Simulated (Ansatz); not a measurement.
# TaAs (I4_1md) in Ansatz: equation of state

Aim: energy against volume of TaAs in PBE, for its equilibrium volume and stiffness.

Program: Ansatz 0.2.0. These are calculated values, not measurements. Logs are shortened: lines on timing, memory, paths and dates and some standing lists are left out, and cuts for length are marked.

## (1) The crystal as given

It takes space group I4_1md (No. 109, tetragonal). Conventional cell: a = 3.444 Å, b = 3.444 Å, c = 11.736 Å, α = 90.00°, β = 90.00°, γ = 90.00°. Ta (site symmetry 2mm) is surrounded by 6 As at 2.61 to 2.62 Å. As (site symmetry 2mm) is surrounded by 6 Ta at 2.61 to 2.62 Å.

The cell is a database's computed one.

## (2) Equation of state, PBE

Potentials or basis: all-electron LAPW, scalar-relativistic.

This step only gathers the single runs of the series.

Results:

```
Equilibrium volume                        : 17.61 Å³/atom
Bulk modulus at fixed shape and positions : 176 GPa
Pressure derivative of the bulk modulus   : 4.4
```

Energy against volume, from the lowest point:
```csv
volume (Å³/atom),energy (meV/atom)
16.353,55.57
16.700,27.68
17.048,9.78
17.396,0.85
17.744,0.00
18.092,6.40
18.440,19.32
```

Caveat: the cell was scaled at fixed shape and fractional positions, which overstates the stiffness of a crystal with free parameters, most of all of layers and chains. The run has no spin-orbit coupling, so splittings on Ta are missing.
